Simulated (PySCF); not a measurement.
# [Ta3]−: forces at shaken geometries

Aim: move all atoms of relaxed [Ta3]− at random and read energies and forces. It is a constructed species; whether it can be made isn't addressed.

Method: PBE0, Ta def2-SVP with ECP60; scalar-relativistic core potentials, no spin–orbit coupling; program: PySCF 2.14.0.

3 further runs of the same task are left out: 2 for a known fault of the program, 1 set aside as unsound or not needed. Runs told in other sessions of the task aren't counted.

## 1. Starting geometry

3 atoms, charge -1, spin multiplicity 3.

Bond lengths: Ta1–Ta2 2.455 Å, Ta1–Ta3 2.448 Å, Ta2–Ta3 2.454 Å. Angles: Ta2–Ta1–Ta3 60.1°, Ta1–Ta2–Ta3 59.8°, Ta1–Ta3–Ta2 60.1°.

Geometry (Å):

```xyz
3
Ta3
Ta    1.4148   -0.0051    0.0000
Ta   -0.7065    1.2297    0.0000
Ta   -0.7083   -1.2246    0.0000
```

An earlier session relaxed this geometry at PBE0, Ta def2-SVP with ECP60 (triplet, point group D3h).

Its energy there is -170.756665 Eh.

## 2. Atoms moved at random, σ = 0.15 Å

Input file run.py (the lines that set the calculation):

```python
mol = gto.M(atom='''
Ta     1.24544     0.04615    -0.05861
Ta    -0.57809     1.14804     0.14289
Ta    -0.66735    -1.19419    -0.08428''',
    basis={'Ta': 'def2-SVP'},
    ecp={'Ta': 'def2-SVP'},
    charge=-1, spin=2)
mf = dft.UKS(mol, xc='PBE0')
mf.grids.atom_grid = (50, 194)
mf = mf.density_fit()  # fitting sets: Ta def2-universal-JKFIT
mf.conv_tol = 1e-08; mf.max_cycle = 55
mf.kernel(dm0)  # dm0: the density of the relaxed state
```

On the command line:

```sh
$ OMP_NUM_THREADS=2 python run.py
```

## 3. Atoms moved at random, σ = 0.15 Å

Edit run.py (the lines that set the calculation) of step 2 so:

```diff
@@ -1,5 +1,5 @@
 mol = gto.M(atom='''
-Ta     1.24544     0.04615    -0.05861
-Ta    -0.57809     1.14804     0.14289
-Ta    -0.66735    -1.19419    -0.08428''',
+Ta     1.18889    -0.03396     0.07791
+Ta    -0.66073     1.00760    -0.00205
+Ta    -0.52815    -0.97364    -0.07585''',
     basis={'Ta': 'def2-SVP'},
```

## 4. Atoms moved at random, σ = 0.15 Å

Edit run.py (the lines that set the calculation) of step 3 so:

```diff
@@ -1,5 +1,5 @@
 mol = gto.M(atom='''
-Ta     1.18889    -0.03396     0.07791
-Ta    -0.66073     1.00760    -0.00205
-Ta    -0.52815    -0.97364    -0.07585''',
+Ta     1.44970     0.09915    -0.05697
+Ta    -0.67753     1.22606     0.10419
+Ta    -0.77217    -1.32520    -0.04722''',
     basis={'Ta': 'def2-SVP'},
```

What does the calculation give? Wanted: for each run, σ; energy rise; harmonic estimate −½ F·u; largest force component.

As calculated:

| σ (Å) | energy rise (eV) | harmonic estimate −½ F·u (eV) | largest force component (eV/Å) |
| --- | --- | --- | --- |
| 0.15 | 1.233 | 1.405 | 8.60 |
| 0.15 | 6.420 | 8.467 | 22.64 |
| 0.15 | 0.097 | 0.092 | 1.24 |

Every displacement raises the energy. For a harmonic well the rise equals −½ F·u; the two differ by at most 32 % here (a move with σ = 0.15 Å), from anharmonicity, the grid and the small forces left at the relaxed point. The largest moves cost over 1 eV, far outside the harmonic range, so agreement there can come from errors that cancel between squeezed and stretched bonds. These are double-zeta-type bases without diffuse functions. Spin–orbit coupling is left out for this open shell, where it can reorder the states. Open shells may have lower solutions than the one found. Another spin state tried at this geometry lies lower.
